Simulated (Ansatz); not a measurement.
# CH8AlNSi: the cost of one run

Computed with Ansatz 0.2.0, driven from Python. The levels of theory stand in the script.

## 1. Starting point

Bond lengths: C1–Si2 1.816 Å, Si2–N3 1.782 Å, Si2–Al4 2.392 Å, C1–H5 1.088 Å, C1–H6 1.167 Å, C1–H7 1.118 Å, Si2–H8 1.426 Å, N3–H9 1.097 Å, N3–H10 1.050 Å, Al4–H11 1.649 Å, Al4–H12 1.556 Å. Angles (14 of 18 angles, heavy atoms first): C1–Si2–N3 109.1°, C1–Si2–Al4 108.1°, N3–Si2–Al4 109.2°, C1–Si2–H8 111.1°, N3–Si2–H8 108.1°, Al4–Si2–H8 111.2°, Si2–C1–H5 113.5°, Si2–C1–H6 110.8°, Si2–C1–H7 111.7°, Si2–N3–H9 104.0°, Si2–N3–H10 105.9°, Si2–Al4–H11 116.7°, Si2–Al4–H12 121.8°, H5–C1–H6 106.0°.

No structure file is read: the coordinates are typed or built in the script.

## 2. The script

Input file methods_ch8alnsi.py:

```python
'''One geometry of CH8AlNSi, method by method.'''

from pathlib import Path

import ansatz as az
import numpy as np

SETTINGS = {
    'basis_set': 'def2-SVP',
}


def main() -> None:
    mol = (
        az.Crystal.molecule()
        .atom('C', (-0.8673, 1.43, 0.0265))
        .atom('Si', (-0.4334, -0.294, -0.3451))
        .atom('N', (0.6129, -0.3337, -1.7874))
        .atom('Al', (0.7691, -1.1775, 1.5244))
        .atom('H', (-0.0034, 2.0669, 0.2042))
        .atom('H', (-1.4454, 1.9137, -0.8648))
        .atom('H', (-1.5587, 1.5037, 0.9026))
        .atom('H', (-1.5989, -1.0674, -0.6221))
        .atom('H', (1.516, 0.2056, -1.4748))
        .atom('H', (0.9272, -1.331, -1.887))
        .atom('H', (0.094, -2.4691, 2.2968))
        .atom('H', (2.0649, -0.5023, 2.0606))
    )

    base = mol.calculation().basis(gaussian=SETTINGS['basis_set'])

    print('functional    E (Ha)        dipole (D)   HOMO (eV)  LUMO (eV)')
    for name in ['pbe', 'lc_wpbe', 'hf', 'cam_b3lyp']:
        summary = base.functional(name).forces().orbitals().run(threads=1, backend='cpu', runs_dir='runs').report
        lines = Path(summary['orbitals_path']).read_text().splitlines()
        field_of = lambda key: [line.split('=')[1].strip() for line in lines if line.startswith(key)]
        orbitals = [(27.211386 * float(e), s, float(n)) for e, s, n in zip(field_of('Ene='), field_of('Spin='), field_of('Occup='))]
        homo = max(e for e, _, n in orbitals if n > 0.5)
        lumo = min(e for e, _, n in orbitals if n < 0.5)
        dipole = 4.803205 * np.linalg.norm(summary['charge_distribution']['dipole_moment_e_ang'])
        print(f'{name:10s} {summary["free_energy_ev"] / 27.211386246:14.6f} {dipole:9.3f} {homo:11.3f} {lumo:10.3f}')


if __name__ == '__main__':
    main()
```

## 3. The input behind the calls

The engine receives this input (first run):

```yaml
crystal:
  periodic: [false, false, false]
  atoms:
    - { symbol: C, position_ang: [-0.8673, 1.43, 0.0265] }
    - { symbol: Si, position_ang: [-0.4334, -0.294, -0.3451] }
    - { symbol: "N", position_ang: [0.6129, -0.3337, -1.7874] }
    - { symbol: Al, position_ang: [0.7691, -1.1775, 1.5244] }
    - { symbol: H, position_ang: [-0.0034, 2.0669, 0.2042] }
    - { symbol: H, position_ang: [-1.4454, 1.9137, -0.8648] }
    - { symbol: H, position_ang: [-1.5587, 1.5037, 0.9026] }
    - { symbol: H, position_ang: [-1.5989, -1.0674, -0.6221] }
    - { symbol: H, position_ang: [1.516, 0.2056, -1.4748] }
    - { symbol: H, position_ang: [0.9272, -1.331, -1.887] }
    - { symbol: H, position_ang: [0.094, -2.4691, 2.2968] }
    - { symbol: H, position_ang: [2.0649, -0.5023, 2.0606] }
basis:
  gaussian:
    orbitals: def2-SVP
hamiltonian:
  xc: pbe
output:
  orbitals: {}
  forces: true
```

## 4. Running it

Started as:

```
$ python methods_ch8alnsi.py
```

Q: Estimate wall time and peak memory on 1 thread of Arm Neoverse V2, shared host.

About 14 s, with a peak of 0.31 GiB.
